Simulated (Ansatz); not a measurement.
# C₆H₁₄GeO₂Si: small, medium and large basis sets

One table from this session's results is given with a row withheld; the runs are named, their logs left out.

Method: one geometry, several basis sets; program: Ansatz 0.2.0, Gaussian basis.

Plan: PBE0-D4/def2-SVP; ωB97M-V/def2-SVP; PBE0-D4/def2-QZVPP; ωB97M-V/def2-QZVPP; the functionals' def2-TZVPP values are taken from earlier runs.

**The relaxed structure**

An earlier PBE0-D4 in a triple-zeta def2 set relaxation fixed the geometry.

SMILES `C[O][GeH2][C]#C[Si](C)(C)OC`, 24 atoms, charge 0, spin multiplicity 1.

Atoms are counted from 1 here; the program's logs count them from 0.

Bond lengths: C1–O2 1.408 Å, C1–H11 1.098 Å, C1–H12 1.097 Å, C1–H13 1.092 Å, O2–Ge3 1.775 Å, Ge3–C4 1.903 Å, Ge3–H14 1.528 Å, Ge3–H15 1.538 Å, C4–C5 1.215 Å, C5–Si6 1.844 Å, Si6–C7 1.853 Å, Si6–C8 1.861 Å, Si6–O9 1.644 Å, C7–H16 1.093 Å, C7–H17 1.093 Å, C7–H18 1.092 Å, C8–H19 1.093 Å, C8–H20 1.093 Å and more. Angles: O2–C1–H11 112.1°, O2–C1–H12 111.9°, O2–C1–H13 107.9°, H11–C1–H12 108.3°, H11–C1–H13 108.2°, H12–C1–H13 108.3°, C1–O2–Ge3 118.2°, O2–Ge3–C4 108.4°, O2–Ge3–H14 105.3°, O2–Ge3–H15 109.5°, C4–Ge3–H14 111.3°, C4–Ge3–H15 108.7°, H14–Ge3–H15 113.5°, Ge3–C4–C5 178.5°, C4–C5–Si6 178.6°, C5–Si6–C7 110.0°, C5–Si6–C8 107.5°, C5–Si6–O9 108.0° and more.

Set-up of the first run:

The input, in.yaml:

```yaml
crystal:
  periodic: [false, false, false]
  atoms:
    - {symbol: C, position_ang: [-2.555409, -2.573984, -1.372302]}
    - {symbol: O, position_ang: [-1.876410, -2.313639, -2.577536]}
    - {symbol: Ge, position_ang: [-0.103907, -2.229190, -2.539483]}
    - {symbol: C, position_ang: [0.405761, -0.907950, -1.268999]}
    - {symbol: C, position_ang: [0.706381, -0.072527, -0.439826]}
    - {symbol: Si, position_ang: [1.118176, 1.203680, 0.825280]}
    - {symbol: C, position_ang: [2.910011, 1.087295, 1.281777]}
    - {symbol: C, position_ang: [0.657360, 2.861659, 0.116164]}
    - {symbol: O, position_ang: [0.261496, 0.864427, 2.186516]}
    - {symbol: C, position_ang: [-1.134032, 0.691675, 2.217114]}
    - {symbol: H, position_ang: [-2.279818, -3.547121, -0.944151]}
    - {symbol: H, position_ang: [-2.363933, -1.800058, -0.618212]}
    - {symbol: H, position_ang: [-3.626444, -2.587504, -1.586602]}
    - {symbol: H, position_ang: [0.312286, -1.829166, -3.954519]}
    - {symbol: H, position_ang: [0.465648, -3.586670, -2.093114]}
    - {symbol: H, position_ang: [3.544521, 1.271229, 0.411559]}
    - {symbol: H, position_ang: [3.156921, 1.825270, 2.049076]}
    - {symbol: H, position_ang: [3.142740, 0.094842, 1.672638]}
    - {symbol: H, position_ang: [1.227519, 3.059515, -0.795162]}
    - {symbol: H, position_ang: [-0.403220, 2.902280, -0.143052]}
    - {symbol: H, position_ang: [0.867472, 3.660908, 0.831725]}
    - {symbol: H, position_ang: [-1.456200, -0.086956, 1.516219]}
    - {symbol: H, position_ang: [-1.661745, 1.620645, 1.971792]}
    - {symbol: H, position_ang: [-1.420173, 0.390743, 3.226500]}
basis:
  gaussian: {orbitals: def2-SVP}
hamiltonian: {xc: pbe0, dispersion: d4}
output: {orbitals: {seedname: orbitals}}
```

Steps of the session up to this table: PBE0-D4 in def2-SVP; ωB97M-V in def2-SVP; PBE0-D4 in def2-QZVPP; ωB97M-V in def2-QZVPP.

One of the session's tables, all rows but one given; the rest of the session is left out.

It belongs to the step «Functionals by basis». 

```
functional       basis  HOMO (eV)
   PBE0-D4    def2-SVP      -7.77
   PBE0-D4  def2-TZVPP          ?
   PBE0-D4  def2-QZVPP      -7.89
   ωB97M-V    def2-SVP     -10.02
   ωB97M-V  def2-TZVPP     -10.11
   ωB97M-V  def2-QZVPP     -10.12
```

Q: Estimate the row for PBE0-D4, def2-TZVPP from the others.

As computed: HOMO (eV): -7.87. In the column «HOMO (eV)» it lies between PBE0-D4, def2-QZVPP (-7.89) and PBE0-D4, def2-SVP (-7.77).
